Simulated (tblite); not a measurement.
# C3H12F3N3Si3: the cost of one run

Computed with tblite 0.8.0 (tight binding) and PySCF 2.14.0 (DFT, with response routines of our own); each step states its level. Atoms count from 0 throughout.

## 1. The molecule as given

24 atoms, charge 0, multiplicity 1; geometry from: MMFF94s geometry. This is the first candidate.

Bonds of the start (Å): C0–H12 1.09, C0–H13 1.09, C0–H14 1.10, C0–Si1 1.83, C5–H16 1.09, C5–H17 1.09, C5–H18 1.09, C9–H20 1.10, C9–H21 1.10, C9–H22 1.09, N11–H23 1.01, N3–H15 1.01, N3–Si4 1.65, N7–H19 1.01, N7–Si8 1.66, Si1–F2 1.62, Si1–N11 1.67, Si1–N3 1.66, Si4–C5 1.83, Si4–F6 1.60, Si4–N7 1.67, Si8–C9 1.85, Si8–F10 1.60, Si8–N11 1.66.

## 2. GFN2-xTB relaxation, isomer A, conformer 1

Job settings and geometry (Å):

```
{"job": {"xc": "GFN2-xTB", "basis": "xTB", "kind": "relax"}, "charge": 0, "multiplicity": 1}
C      2.661200    -0.673100    -1.302000
Si     1.741600    -0.633300     0.285400
F      2.823700    -0.993700     1.438400
N      0.525300    -1.752000     0.438900
Si    -0.964300    -1.281400    -0.104900
C     -2.237600    -1.113200     1.200700
F     -1.439700    -2.450900    -1.093700
N     -0.751000     0.049700    -1.092300
Si    -0.078400     1.347000    -0.313200
C     -1.321100     2.469800     0.464300
F      0.705300     2.185700    -1.423600
N      1.063600     0.810300     0.765500
H      3.418100     0.108100    -1.324500
H      3.162200    -1.631900    -1.446300
H      1.998000    -0.512000    -2.165600
H      0.786900    -2.629800     0.017000
H     -2.436400    -2.075500     1.679100
H     -1.922700    -0.432700     1.997900
H     -3.181000    -0.738800     0.806100
H     -1.609500     0.290800    -1.569900
H     -2.058600     2.821200    -0.267100
H     -0.835600     3.363300     0.878800
H     -1.857300     1.993600     1.286800
H      1.795700     1.498500     0.851700
```

Run with:

```
> OMP_NUM_THREADS=1 python ens_run.py task.json out
```

This one command runs the whole study; its stages follow in the order run.

**Question.** How long does this first job take on 1 thread of Arm Neoverse V2, shared host?

About 2.4 s.
